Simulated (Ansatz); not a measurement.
This script makes a frozen displacement of one atom of Ba2NF, space group R-3m with Ansatz 0.2.0, Python API.

Script `ba2nf_push.py`:
```python
'''Energy and force of Ba2NF as one atom is pushed off its site.'''

import ansatz
from ase import Atoms
import numpy as np

atoms = Atoms(
    ['Ba', 'Ba', 'N', 'F'],
    scaled_positions=[
        (0.75764, 0.75764, 0.75764),
        (0.24236, 0.24236, 0.24236),
        (0.5, 0.5, 0.5),
        (0.0, 0.0, 0.0),
    ],
    cell=[
        (2.010822, 1.160949, 6.675103),
        (-2.010822, 1.160949, 6.675103),
        (0.0, -2.321898, 6.675103),
    ],
    pbc=True,
)
structure = ansatz.Crystal.from_ase(atoms)

inverse = np.linalg.inv(np.array(structure.lattice.vectors))
home = np.array(structure.sites[1].position)
values = np.linspace(-0.1, 0.1, 5)
energies, pulls = [], []
for shift in values:
    moved = structure.move(1, to=home + shift * inverse[2])
    calculation = (
        moved.calculation()
        .occupations('fixed')
        .functional('r2scan', dispersion='d3bjatm')
        .kpoints(6, 6, 6)
        .forces()
    )
    r = calculation.run(threads=1).report
    energies.append(r['free_energy_ev'])
    pulls.append(r['forces_ev_ang'][1][2])

# the force is minus the slope of the free energy
print('shift (A)   dE (eV)   force along z (eV/A)')
for shift, e, f in zip(values, energies, pulls):
    print(f'{shift:8.3f} {e - energies[2]:10.5f} {f:12.4f}')
print(f'stiffness from energies {2 * np.polyfit(values, energies, 2)[0]:.3f}, from forces {-np.polyfit(values, pulls, 1)[0]:.3f} eV/A^2')
```

How stiff is this displacement, and do energies and forces agree?

The curvature of the energy gives 6.687 eV/Å² and the slope of the force 6.679 eV/Å², a positive curvature.

The run itself:

Running `python ba2nf_push.py` prints:
```text
DeckWarning: basis.ecutwfc = 500 eV, auto-derived from the records' recommended cutoffs: set by Ba (their level for a meta-GGA)
shift (A)   dE (eV)   force along z (eV/A)
  -0.100    0.02156       0.5579
  -0.050    0.00226       0.2148
   0.000    0.00000      -0.1236
   0.050    0.01449      -0.4547
   0.100    0.04532      -0.7770
stiffness from energies 6.687, from forces 6.679 eV/A^2
```
(Warnings from the package without file and line.)

What to keep in mind:
- The structure comes from a database of computed cells and needn't be a stable or known phase.
- All periodic images of the atom move with it, so the curvature is one diagonal element of the zone-centre force constants and no normal mode; a positive value doesn't exclude soft modes in which several atoms move.
- Hardware and time: 2.2 min on 1 thread of Arm Neoverse N1, on a shared host, peak memory 0.67 GiB.
